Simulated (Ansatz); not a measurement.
# Zn3Se2S: the cost of one run

Computed with Ansatz 0.2.0 (DFT PBE, scalar-relativistic, plane waves, PAW, unless a step's input says otherwise).

1 further run of the same task is left out (it didn't finish). Runs told in other sessions of the task aren't counted.

## 1. The system as given

The structure is trigonal, space group P3m1 (No. 156). The conventional cell has a = 3.986 Å, b = 3.986 Å, c = 9.766 Å, α = 90.00°, β = 90.00°, γ = 120.00°. Zn (site symmetry 3m) has 1 S at 2.36 Å and 3 Se at 2.46 Å in its first shell of neighbours. Zn (site symmetry 3m) has 4 Se at 2.46 to 2.47 Å in its first shell of neighbours. Around Zn (site symmetry 3m) lie 3 S at 2.41 Å and 1 Se at 2.48 Å. Around Se (site symmetry 3m) lie 4 Zn at 2.46 to 2.47 Å. Se (site symmetry 3m) has 4 Zn at 2.46 to 2.48 Å in its first shell of neighbours. Around S (site symmetry 3m) lie 4 Zn at 2.36 to 2.41 Å.

Coordinates:

```cif
data_structure
_symmetry_space_group_name_H-M 'P 1'
_symmetry_Int_Tables_number 1
_cell_length_a 3.9860
_cell_length_b 3.9860
_cell_length_c 9.7656
_cell_angle_alpha 90.000
_cell_angle_beta 90.000
_cell_angle_gamma 120.000
_cell_volume 134.37
loop_
_atom_site_label
_atom_site_type_symbol
_atom_site_fract_x
_atom_site_fract_y
_atom_site_fract_z
_atom_site_occupancy
Zn1 Zn 0.00000 0.00000 0.99049 1
Zn2 Zn 0.66667 0.33333 0.33309 1
Zn3 Zn 0.33333 0.66667 0.67604 1
Se1 Se 0.66667 0.33333 0.07966 1
Se2 Se 0.33333 0.66667 0.42170 1
S1 S 0.00000 0.00000 0.74902 1
```

It is the end of an earlier relaxation with the same method, from a generated guess; it is a trial structure. At a tolerance of 0.02 Å it has space group P3m1 (No. 156); it has 22.39 Å³/atom, an uncorrected energy of -0.74 eV/atom over the elements and, on its mesh, gap 1.26 eV.

## 2. Elastic constants, atoms relaxed

File input.yaml:

```yaml
crystal:
  lattice:
    - [3.9851810108, 2.88e-08, 0.0]
    - [-1.9925905304, 3.4512679796, 0.0]
    - [0.0, 0.0, 9.7692318098]
  atoms:
    - { symbol: Zn, position: [0.0, 0.0, 0.9903959963] }
    - { symbol: Zn, position: [0.6666666667, 0.3333333333, 0.3330979373] }
    - { symbol: Zn, position: [0.3333333333, 0.6666666667, 0.6759895125] }
    - { symbol: Se, position: [0.6666666667, 0.3333333333, 0.0796953859] }
    - { symbol: Se, position: [0.3333333333, 0.6666666667, 0.4217181375] }
    - { symbol: S, position: [0.0, 0.0, 0.7491020305] }
basis:
  ecutwfc: 420
kpoints:
  mp_grid: { grid: [12, 12, 4] }
hamiltonian:
  xc: pbe
scf:
  occupations: { method: fixed }
output:
  forces: true
  stress: true
  eigenvalues: true
  polarization: {}
elastic:
  mode: relaxed_ion
  stencil: two_point
```

Command:

```bash
$ ansatz run input.yaml --threads 4 --pin off --max-ram 8192MiB --backend cpu --events-out ev --progress --plain --runs-dir out
```

**Question.** How long does this run take on 4 threads of Arm Neoverse V1, shared host, and how much memory does it need?

About 29 min, with a peak of 1.6 GiB.
